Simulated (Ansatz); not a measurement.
CoAu4:

```
Au Co
1.0
     1.45277    0.83876   11.66605
    -1.45277    0.83876   11.66605
     0.00000   -1.67752   11.66605
Au Co
4 1
Direct
  0.60667 0.60667 0.60667
  0.20228 0.20228 0.20228
  0.79772 0.79772 0.79772
  0.39333 0.39333 0.39333
  0.00000 0.00000 0.00000
```

The cell comes from a database or a generator and needn't be the stable form of this composition.

A run of Ansatz 0.2.0 on this cell left the log below. Logs are shortened: lines on timing, memory, paths and dates and some standing lists are left out, and cuts for length are marked.

```text
Warning: where an SCF of this run starts from atoms to list the orders of its open shells, Co (site 4, from 0) starts with 3.00 μB on its 3d shell, in the place of the 3.50 μB that the deck gives it: its open shells can hold no more by Hund's first rule. To start from spheres of the given moment, type scf.initial_density.shell_occupations: []
Warning: RAYON_NUM_THREADS=2 ignored (pool sized by the plan → 2); use --threads N
basis.fft_grid_basis auto: the FFT boxes are laid along the combinations [[1, 0, -1], [0, 1, -1], [0, 0, 1]] of the cell's own vectors, 2.906, 2.906 and 11.786 Å long. The dense box has 20×20×80 points. Along the cell's own vectors, as sized, it would have 80×80×80, 16.00 times as many. Of the 12 symmetry operations that the crystal satisfies within crystal.symmetry.tolerance (time reversal apart; of a slab, those that keep its plane) the dense box along the cell's own vectors carries 12, and the one as laid loses 8 of those. basis.fft_grid_basis: typed keeps the cell's own vectors: state it where this run's energies or levels are differenced outside the engine with another run's, or held beside a run that keeps those vectors.
Engine: ansatz 0.2.0, x86_64-unknown-linux-gnu
Pseudopotentials: kind: paw
Pseudopotential: Au, paw, valence charge 19, recommended cutoff 420 eV (normal), Au.paw.azcp
Pseudopotential: Co, paw, valence charge 17, recommended cutoff 420 eV (normal), Co.paw.azcp
Functional definition: PBEsol
[... 66 lines left out ...]
  E_closure    = 0.000000  (closes the sum)
  Σ components = -57120.522045   (vs F -57120.522045, Δ=0.00e0)
--- Forces (eV/Å), atoms counted from 1 ---
  atom   1  Au     0.00000000     0.00000000    -0.00893271
  atom   2  Au     0.00000000     0.00000000    -0.01553807
  atom   3  Au     0.00000000    -0.00000000     0.01553807
  atom   4  Au     0.00000000    -0.00000000     0.00893271
  atom   5  Co    -0.00000000     0.00000000     0.00000000
  max |Σ_I F_I| component: 3.47e-18 eV/Å
--- Stress (GPa, compression-positive) ---
      -10.529590       0.000000       0.000000
        0.000000     -10.529590      -0.000000
        0.000000      -0.000000      -9.421629
  P = ⅓ Tr σ = -10.1603 GPa (-101.603 kbar)
--- Band table (eV; the first three rows and the last of 292) ---
  k-point 0 ↑: bands = ["-87.2015", "-87.2015", "-86.9176", "-86.9145", "-77.3966", "-40.8846", "-40.7467", "-40.7467", "-38.6269", "-38.6225", "-38.5034", "-38.5034", "-38.5032", "-38.5032", "-38.3372", "-38.2678", "-38.2475", "-38.2475", "-38.2381", "-38.2381", "9.0634", "10.0275", "10.4339", "11.3168", "12.3073", "13.5596", "13.6891", "13.8287", "13.8287", "13.9231", "13.9231", "14.1320", "14.1320", "14.1396", "14.1396", "14.9476", "14.9476", "15.2636", "15.2636", "15.5047", "15.5047", "15.5075", "16.1420", "16.1420", "16.2333", "16.3097", "16.3219", "16.3219", "16.7684", "16.7684", "23.2125", "24.4857", "31.2664", "31.3072", "32.8315", "33.0632", "33.7209", "33.8287"]
  k-point 1 ↑: bands = ["-87.2009", "-87.2009", "-86.9170", "-86.9140", "-77.3963", "-40.8841", "-40.7501", "-40.7475", "-38.6251", "-38.6212", "-38.5158", "-38.5157", "-38.5065", "-38.5063", "-38.3351", "-38.2699", "-38.2576", "-38.2509", "-38.2501", "-38.2410", "9.3143", "10.2668", "10.6735", "11.5392", "12.4210", "13.4785", "13.6155", "13.7433", "13.8436", "13.9715", "14.0629", "14.0794", "14.0909", "14.2668", "14.2836", "14.7888", "14.9286", "14.9447", "15.1237", "15.1312", "15.4339", "15.5955", "15.8982", "15.9344", "16.0825", "16.3148", "16.3714", "16.7995", "17.3625", "17.4213", "23.3392", "24.6366", "31.3010", "31.6601", "32.6086", "33.0509", "33.3580", "33.8616"]
  k-point 2 ↑: bands = ["-87.1994", "-87.1994", "-86.9153", "-86.9126", "-77.3954", "-40.8827", "-40.7592", "-40.7499", "-38.6202", "-38.6176", "-38.5491", "-38.5486", "-38.5149", "-38.5147", "-38.3301", "-38.2953", "-38.2813", "-38.2650", "-38.2599", "-38.2488", "10.0220", "10.8942", "11.2948", "12.0851", "12.6656", "13.2306", "13.4855", "13.5714", "13.6576", "13.8400", "14.0566", "14.1667", "14.3218", "14.4983", "14.5088", "14.5765", "14.6585", "14.8628", "14.9738", "15.1624", "15.2222", "15.6350", "15.9555", "16.0136", "16.0259", "16.4142", "16.5026", "16.8518", "18.2257", "18.6496", "23.6811", "25.1699", "29.6275", "30.6540", "31.6492", "31.7732", "32.4647", "32.5415"]
  k-point 145 ↓: bands = ["-87.1852", "-87.1852", "-86.9190", "-86.9160", "-75.1903", "-38.7444", "-38.6171", "-38.6042", "-38.5850", "-38.5500", "-38.5004", "-38.4987", "-38.4929", "-38.4895", "-38.3354", "-38.2711", "-38.2601", "-38.2539", "-38.2531", "-38.2439", "9.5542", "9.6892", "11.1041", "11.4663", "12.5383", "13.6107", "13.7897", "13.8066", "13.8818", "13.9526", "14.0255", "14.0882", "14.0917", "14.1785", "14.2559", "14.2866", "14.9330", "15.0412", "15.2487", "15.2787", "15.6159", "15.7152", "16.0138", "16.1197", "17.3485", "17.8198", "18.0344", "18.1138", "18.6631", "19.2330", "21.6818", "27.4774", "28.3520", "32.6534", "32.8926", "33.1278", "33.6903", "33.9926"]
```

Problem. What input gives this log?

Solution. Single point with PBEsol, collinear spin, ferromagnetic start. The files as run (others can give the same):

input.yaml
```yaml
crystal:
  lattice:
    - [1.4527740273, 0.8387594757, 11.6660546018]
    - [-1.4527740273, 0.8387594757, 11.6660546018]
    - [0.0, -1.6775189515, 11.6660546018]
  atoms:
    - { symbol: Au, position: [0.606668, 0.606668, 0.606668] }
    - { symbol: Au, position: [0.202283, 0.202283, 0.202283] }
    - { symbol: Au, position: [0.797717, 0.797717, 0.797717] }
    - { symbol: Au, position: [0.393332, 0.393332, 0.393332] }
    - { symbol: Co, position: [0.0, 0.0, 0.0], spin: 3.5 }
hamiltonian:
  xc: pbesol
  pseudopotentials: { kind: paw }
magnetization:
  spin_polarized: true
kpoints:
  mp_grid: { grid: [11, 11, 11] }
scf:
  occupations: { method: fermi_dirac, width: 0.05 }
output:
  forces: true
  stress: true
  eigenvalues: true
```

Potentials or basis: Ansatz PAW.
Launch:
```sh
$ ansatz run input.yaml --threads 2 --pin off --max-ram 5632MiB --backend cpu --events-out ev --progress --plain --runs-dir out
```

Caveat: the PAW data sets come from PBE, with cores solved anew for the run's functional, which leaves a small shift of forces and pressure.
